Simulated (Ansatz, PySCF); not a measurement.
## Hf(BH4)4 in two programs

Hf(BH4)4 (singlet), relaxed with PySCF 2.14.0, RKS TPSS, Hf def2-SVP with ECP60, B def2-SVP, H def2-SVP; non-relativistic Hamiltonian with scalar-relativistic core potentials where named; density fitting; no spin-orbit coupling:

```xyz
21

Hf    0.0000    0.0000   -0.0529
B     1.3985    1.2763    1.2854
H     2.1242    1.9362    1.9768
H     1.3521    0.0605    1.6056
H     1.7170    1.2703    0.0685
H     0.1980    1.6515    1.2951
B    -1.3985   -1.2763    1.2854
H    -2.1242   -1.9362    1.9768
H    -1.3521   -0.0605    1.6056
H    -1.7170   -1.2703    0.0685
H    -0.1980   -1.6514    1.2951
B     1.2774   -1.3989   -1.3895
H     1.9364   -2.1235   -2.0829
H     1.6006   -1.4179   -0.1738
H     0.0476   -1.6653   -1.3943
H     1.3375   -0.1844   -1.7128
B    -1.2774    1.3989   -1.3895
H    -1.9364    2.1235   -2.0829
H    -1.6006    1.4179   -0.1738
H    -0.0476    1.6653   -1.3943
H    -1.3375    0.1844   -1.7128
```

There the HOMO–LUMO gap is 6.72 eV. 

The same geometry by Ansatz 0.2.0 (PBE, PAW, a periodic box with 9 Å of vacuum):

```csv
spin-orbit coupling,gap (eV),largest force component (eV/Å)
without,6.27,0.18
```

(1) What does the run with spin-orbit coupling give?

The spin-orbit runs use fully relativistic datasets of their own, so changes of a few hundredths of an eV needn't come from the coupling.

No frequency check is given that shows the relaxed geometry to be a minimum.

The two programs differ in functional, so their gaps don't test each other.

## Answers

(1) gap (eV): 6.06, largest force component (eV/Å): 0.18. It took 29 s on 4 threads of Arm Neoverse V1, on a shared host, peak memory 3.5 GiB.
